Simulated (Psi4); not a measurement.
**UHF/def2-SVPD (sweep point 2) run of BHBr (SMILES [BH]Br)**

What is the vertical electron affinity of BHBr at UHF/def2-SVPD (sweep point 2)? 

The results are computed with Psi4 1.11.

## (1) Starting point

The species is BHBr (3 atoms), meant as a doublet with charge 0. As SMILES, `[BH]Br`. Geometry: relaxed at PBE0-D4/def2-TZVP.

Bond lengths: B1–Br2 1.868 Å, B1–H3 1.193 Å. Angles: Br2–B1–H3 123.6°.

## (2) A single-point energy at UHF/def2-SVPD (sweep point 2)

The input, job.in:

```
memory 1.6 GB

molecule {
  0 2
  B     -0.094500    -0.523000    -0.115700
  Br     1.181000     0.563200     0.709800
  H     -1.097400    -0.105000    -0.607300
  symmetry c1
}

set {
  basis def2-SVPD
  reference uhf
  puream true
  scf_type pk
  maxiter 150
}

e_tot = energy('scf')
```

Run with:

```console
$ psi4 -n 1 job.in job.out
```

job.out:

```text
[...]
  Running in c1 symmetry.
[...]
  Nuclear repulsion =   58.623728353523035
[...]
  Multiplicity = 2
[...]
  Nalpha       = 21
  Nbeta        = 20
[...]
    Number of basis functions: 69
[...]
   @UHF iter   1: -2597.11947137163679   -1.92150e+00   1.53541e-02 ADIIS/DIIS
[...]
   @UHF iter   9: -2597.30935455097779   -6.01817e-08   7.65919e-07 DIIS
[...]
   @S^2 Observed:                7.554258794E-01
[...]
    Orbital Energies [Eh]
    ---------------------
    Alpha Occupied:
       1A   -489.994406     2A    -65.161951     3A    -58.533701
       4A    -58.532915     5A    -58.532821     6A     -9.853211
       7A     -7.700694     8A     -7.467645     9A     -7.462762
      10A     -7.461907    11A     -3.209619    12A     -3.207739
      13A     -3.206289    14A     -3.201597    15A     -3.201486
      16A     -1.049640    17A     -0.684741    18A     -0.545497
      19A     -0.472095    20A     -0.452633    21A     -0.348403
    Alpha Virtual:
      22A      0.044535    23A      0.075974    24A      0.090858
      25A      0.104910    26A      0.109636    27A      0.139736
[...]
  @UHF Final Energy: -2597.30935455097779
   => Energetics <=
    Nuclear Repulsion Energy =             58.6237283535230347
    One-Electron Energy =               -3731.7838805789851904
    Two-Electron Energy =                1075.8507976744845109
    Total Energy =                      -2597.3093545509777869
  UHF NO Occupations:
  HONO-2 :   19  A 1.9994974
  HONO-1 :   20  A 1.9984804
[...]
 Multipole Moments:
 ------------------------------------------------------------------------------------
     Multipole            Electronic (a.u.)      Nuclear  (a.u.)        Total (a.u.)
 ------------------------------------------------------------------------------------
 L = 1.  Multiply by 2.5417464519 to convert [e a0] to [Debye]
 Dipole X            :          2.5814453           -2.8160972           -0.2346519
 Dipole Y            :          0.7987491           -0.7678435            0.0309056
 Dipole Z            :         -0.0000000           -0.0000000           -0.0000000
 Magnitude           :                                                    0.2366784
[...]
```

It took 2.8 s on 1 thread of Intel Xeon Platinum 8259CL at 2.50GHz (Skylake/Cascade Lake), shared host; peak memory 0.25 GiB.

## (3) The singlet anion at the same level

The input, job.inp:

```
memory 1600 mb

molecule m {
  -1 1
  B     -0.094500    -0.523000    -0.115700
  Br     1.181000     0.563200     0.709800
  H     -1.097400    -0.105000    -0.607300
  symmetry c1
}

set puream true
set scf_type pk

energy('hf/def2-SVPD')
```

Run with:

```console
$ psi4 -i job.inp -o job.out -n 1
```

job.out (excerpt; [...] marks lines left out):

```text
[...]
  Running in c1 symmetry.
[...]
  Nuclear repulsion =   58.623728353523035
[...]
  Multiplicity = 1
[...]
  Nalpha       = 21
  Nbeta        = 21
[...]
    Number of basis functions: 69
[...]
   @RHF iter   1: -2597.05879757254934   -1.86083e+00   1.55393e-02 DIIS/ADIIS
[...]
   @RHF iter   9: -2597.27340623614737   -6.91584e-08   4.61677e-07 DIIS
[...]
    Orbital Energies [Eh]
    ---------------------
    Doubly Occupied:
       1A   -489.782143     2A    -64.949903     3A    -58.321364
       4A    -58.321173     5A    -58.320714     6A     -9.641208
       7A     -7.414693     8A     -7.255016     9A     -7.251855
      10A     -7.249711    11A     -2.997050    12A     -2.995762
      13A     -2.993881    14A     -2.990570    15A     -2.990323
      16A     -0.832899    17A     -0.432486    18A     -0.307511
      19A     -0.249081    20A     -0.243056    21A     -0.014344
[...]
  @RHF Final Energy: -2597.27340623614737
   => Energetics <=
    Nuclear Repulsion Energy =             58.6237283535230347
    One-Electron Energy =               -3740.6848166390650476
    Two-Electron Energy =                1084.7876820493943342
    Total Energy =                      -2597.2734062361478209
[...]
 Multipole Moments:
 ------------------------------------------------------------------------------------
     Multipole            Electronic (a.u.)      Nuclear  (a.u.)        Total (a.u.)
 ------------------------------------------------------------------------------------
 L = 1.  Multiply by 2.5417464519 to convert [e a0] to [Debye]
 Dipole X            :          4.3633128           -2.8160972            1.5472155
 Dipole Y            :          3.0203190           -0.7678435            2.2524755
 Dipole Z            :         -0.0000000           -0.0000000           -0.0000000
 Magnitude           :                                                    2.7326767
[...]
```

Wall time 2.8 s (1 thread of Intel Xeon Platinum 8259CL at 2.50GHz (Skylake/Cascade Lake), shared host); peak memory 0.25 GiB.

## (4) Summary of results

Level: UHF/def2-SVPD (sweep point 2).

| quantity | value |
| --- | --- |
| doublet BHBr: total energy | -2597.30935 Eh |
| doublet BHBr: dipole moment | 0.60 D |
| doublet BHBr: HOMO energy (highest over α and β) | -9.48 eV |
| doublet BHBr: LUMO energy (lowest over α and β) | 1.21 eV |
| doublet BHBr: ⟨S²⟩ | 0.755 |
| singlet anion: total energy | -2597.27341 Eh |
| singlet anion: HOMO energy | -0.39 eV |
| singlet anion: LUMO energy | 5.62 eV |
| singlet anion: HOMO–LUMO gap (to an unbound level, set by the basis) | 6.01 eV |
| vertical electron affinity (to the singlet anion) | -0.978 eV |

In words: The anion lies 0.98 eV (22.6 kcal/mol) above the neutral: the electron isn't bound at this level, and such a value depends on the basis. Hartree–Fock misses the correlation that binds many anions.
